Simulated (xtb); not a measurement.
# doublet SnNH3O+: GFN-FF (ALPB furane)

Aim: a geometry optimisation of doublet SnNH3O+. 

The results are computed with xtb 6.7.1.

2 further runs of the same task are left out: 2 set aside as unsound or not needed.

### Step 1. The system as given

SnNH3O+: 6 atoms, total charge +1, spin state doublet. As SMILES of the parent species, `[NH2][Sn][OH]`. Geometry: optimised at GFN2-xTB. This is one conformer, not always the lowest. The run starts from this shape.

Bond lengths: N1–Sn2 2.061 Å, Sn2–O3 2.035 Å, N1–H4 1.011 Å, N1–H5 1.012 Å, O3–H6 0.954 Å. Angles: N1–Sn2–O3 97.3°, Sn2–N1–H4 126.3°, Sn2–N1–H5 126.6°, Sn2–O3–H6 124.1°, H4–N1–H5 107.1°.

### Step 2. A geometry optimisation at GFN-FF (ALPB furane)

detailed.inp reads:

```
$chrg 1
$spin 1
$end
```

geo.gen reads:

```
6 C
 N Sn O H
   1  1     -0.70835000      0.00209000     -0.86172000
   2  2      0.71017000     -1.30976000     -0.14393000
   3  3      1.32245000     -0.18942000      1.44081000
   4  4     -1.29892000     -0.13871000     -1.66956000
   5  4     -0.95019000      0.90289000     -0.47010000
   6  4      0.96695000      0.66880000      1.65841000
```

Started as:

```
$ xtb geo.gen --input detailed.inp -o tight --dipole --alpb furane --gff > xtb.out
```

What values should one expect? Wanted: steric energy; dispersion energy; solvent term in the energy.

**Answer.** As computed:

Level: GFN-FF (ALPB furane).

| quantity | value |
| --- | --- |
| steric energy (arbitrary zero) | 0.60116 Eh |
| dispersion energy | -4.19 kJ/mol |
| solvent term in the energy | -176.6 kJ/mol |

In words: At the final geometry: Bond lengths: N1–Sn2 1.991 Å, Sn2–O3 1.933 Å, N1–H4 1.003 Å, N1–H5 1.000 Å, O3–H6 0.966 Å. Angles: N1–Sn2–O3 100.7°, Sn2–N1–H4 120.2°, Sn2–N1–H5 119.6°, Sn2–O3–H6 141.6°, H4–N1–H5 120.3°. The optimisation took 10 steps and changed the energy by -0.263 eV.
